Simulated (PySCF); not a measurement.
# AsPb+: from the state search to spectroscopic constants

What are the lowest state that PBE0 finds, the bond length, vibrational wavenumber and bond energy of AsPb+, and how much do these hang on the method?

Method: As cc-pVDZ-PP with ECP10, Pb cc-pVDZ-PP with ECP60, scalar-relativistic core potentials; program: PySCF 2.14.0.

### Step 1. Input

A driver script around PySCF takes these settings:

| Property | Result |
| --- | --- |
| atoms | As, Pb |
| charge | 1 |
| basis | As cc-pVDZ-PP with ECP10, Pb cc-pVDZ-PP with ECP60 |
| Hamiltonian | scalar-relativistic core potentials |
| basis functions | 46 |
| electrons treated | 44 |
| masses in u | 74.9216, 207.9766 |
| levels | PBE0, PBE, r²SCAN, PW91, LDA, M06-2X, ωB97X, HF, MP2, SCS-MP2, CCSD, CCSD(T) |
| grid | 80 radial by 434 angular points |
| occupations | held fixed by the projection of orbital angular momentum |
| dissociation limit | As + Pb+, each in its ground configuration |
| starting distance in angstrom | 2.670 |
| values of 2S to try | 0, 2, 4 |

On the command line:

```sh
$ OMP_NUM_THREADS=1 python dia.py task.json out
```

The runs that follow: The PBE0 curve of the state that the search chose; Higher solutions at PBE0; PBE (GGA); r²SCAN (meta-GGA); PW91; LDA; M06-2X (hybrid meta-GGA); ωB97X (range-separated hybrid); UHF; Adding correlation.

What does the calculation give? Wanted: for each run, Re; ωe; De; μ.

The runs gave:

Lowest PBE0 solution found, without spin–orbit coupling: ³Σ⁻ (triplet), unpaired electrons π ↑↑. State 2 has its PBE0 minimum 0.30 eV higher, as a spin-mixed determinant (⟨S²⟩ = 1.00), so this is no gap between pure states. State 3 has its PBE0 minimum 0.74 eV higher. The other levels ran on the lowest alone.

```
      level  Re (Å)  ωe (cm⁻¹)  De (eV)  μ (D)
        UHF   2.728      180.0    0.497   1.88
    UHF-MP2   2.697      212.7     1.31    n/a
   UHF-CCSD   2.734      187.5     1.32    n/a
UHF-CCSD(T)   2.738      188.0     1.43    n/a
        LDA   2.685      204.9     2.86   0.13
        PBE   2.733      193.7     2.30   0.49
       PW91   2.731      194.2     2.32   0.44
     r²SCAN   2.705      200.7     2.03   0.85
       PBE0   2.697      203.3     1.99   0.90
     M06-2X   2.703      202.9     1.68   1.36
      ωB97X   2.673      210.3     2.00   1.15
```

De is counted to As + Pb+ in their ground configurations. A positive dipole points from As to Pb; in an ion it is taken about the centre of mass and does not tell which atom is negative. No constants: UHF-SCS-MP2 (the points don't follow one smooth fit).

Differences from CCSD(T) in the same basis:

```
   level  Re (mÅ)  ωe (%)
     UHF      -10    -4.3
 UHF-MP2      -41   +13.2
UHF-CCSD       -4    -0.3
     LDA      -53    +9.0
     PBE       -5    +3.0
    PW91       -7    +3.3
  r²SCAN      -33    +6.8
    PBE0      -40    +8.2
  M06-2X      -35    +7.9
   ωB97X      -65   +11.9
```

Against CCSD(T) in the same basis, the bond length is nearest at UHF-CCSD (-4 mÅ) and farthest at ωB97X (-65 mÅ); the wavenumber is nearest at UHF-CCSD (-0.3 %) and farthest at UHF-MP2 (+13.2 %). CCSD(T) in a basis this small is itself some way from its limit, more so than the functionals. Of the levels with a De here, UHF gives the least (0.497 eV) and LDA the most (2.86 eV).

Correlated steps freeze 8 core orbitals. These are scalar-relativistic numbers at best; spin–orbit coupling would shift them, the dissociation energy most. With spin–orbit coupling the term label itself may not hold.
